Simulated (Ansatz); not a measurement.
# CoGe (zincblende type): how the settings move a single-point run

How sensitive is a single-point run of CoGe (zincblende type) to its settings? A reference run comes first, then one run with altered input.

Computed with Ansatz 0.2.0 (reference: DFT, LDA, PAW with Ansatz's default frozen-core files, scalar-relativistic, unless a step's input says otherwise).

**1. Starting point**

It takes space group F-43m (No. 216, cubic). The conventional cell has a = 3.933 Å, b = 3.933 Å, c = 3.933 Å, α = 90.00°, β = 90.00°, γ = 90.00°. Around Co (site symmetry -43m) lie 4 Ge at 1.70 Å. Ge (site symmetry -43m) is surrounded by 4 Co at 1.70 Å.

Coordinates:

```
Co Ge
1.0
     0.00000    1.96663    1.96663
     1.96663    0.00000    1.96663
     1.96663    1.96663    0.00000
Co Ge
1 1
Direct
  0.00000 0.00000 0.00000
  0.25000 0.25000 0.25000
```

**2. Reference**

Input file input.yaml:

```yaml
crystal:
  lattice:
    - [0.0, 1.9666253104, 1.9666253104]
    - [1.9666253104, 0.0, 1.9666253104]
    - [1.9666253104, 1.9666253104, 0.0]
  atoms:
    - { symbol: Co, position: [0.0, 0.0, 0.0], spin: 1.7 }
    - { symbol: Ge, position: [0.25, 0.25, 0.25] }
magnetization:
  spin_polarized: true
kpoints:
  mp_grid: { grid: [13, 13, 13] }
  band_path:
    path:
      - [0.0, 0.0, 0.0]
      - [-0.5, -0.5, 0.0]
      - [-0.375, -0.375, 0.25]
      - [-0.375, 0.0, 0.375]
      - [0.0, 0.0, 0.0]
      - [0.0, 0.0, 0.5]
      - [-0.5, -0.25, 0.25]
      - [-0.5, -0.5, 0.0]
    npoints: 8
scf:
  occupations: { method: fermi_dirac, width: 0.05 }
hamiltonian:
  xc: lda
  pseudopotentials: { kind: paw }
output:
  forces: true
  stress: true
  eigenvalues: true
  populations: true
  dos: { projected: true, de: 0.2, e_range: [-14, 8] }
```

Run with:

```bash
$ ansatz run input.yaml --threads 1 --pin off --max-ram 3072MiB --backend cpu --events-out ev --progress --plain --runs-dir out
```

**3. Variant: occupations.method gaussian, occupations.width 0.15**

input.yaml: that of step 2 with these lines changed.

```diff
@@ -24,3 +24,3 @@
 scf:
-  occupations: { method: fermi_dirac, width: 0.05 }
+  occupations: { method: gaussian, width: 0.15 }
 hamiltonian:
@@ -33,2 +33,5 @@
   populations: true
-  dos: { projected: true, de: 0.2, e_range: [-14, 8] }
+  write_density: true
+  write_potential: true
+  elf: true
+  volumetric_format: npy
```

**Question.** What will these runs give? Wanted: for each run, ending; energy change; pressure; gap; force.

**Answer**, as computed:

```
                                                   run     ending       energy change  pressure (GPa)  gap (eV)  force (eV/Å)  cycles   time
                                             reference  converged                   0           519.9      0.00          0.00      11  3.6 s
1: occupations.method gaussian, occupations.width 0.15  converged  0.0 meV/atom (σ→0)           519.9      0.00          0.00      10  3.6 s
```

Times don't compare one to one where runs were asked for different outputs or read a saved state (see the inputs); cycles may leave out searches for a lower state.

Residual by cycle in the longest SCF loop of each run; runs are numbered as in the table. The quantity is the density residual dr2, in eV.

```
cycle  reference    run 1
    1      0.455    0.456
    2       1.21     1.21
    3      0.108    0.113
    4      0.438    0.444
    5     0.0499   0.0505
    6    0.00473  0.00471
    7     1.8e-5   1.3e-5
    8     1.3e-7   7.4e-8
    9     6.5e-8   6.5e-8
   10     2.9e-9  1.4e-11
   11    1.9e-11        -
```

What this shows: Changing the smearing hardly moves the energy: 0.0 meV/atom. The cell is not at rest: the sound run finds 520 GPa, so these are no properties of the crystal at its own volume. 
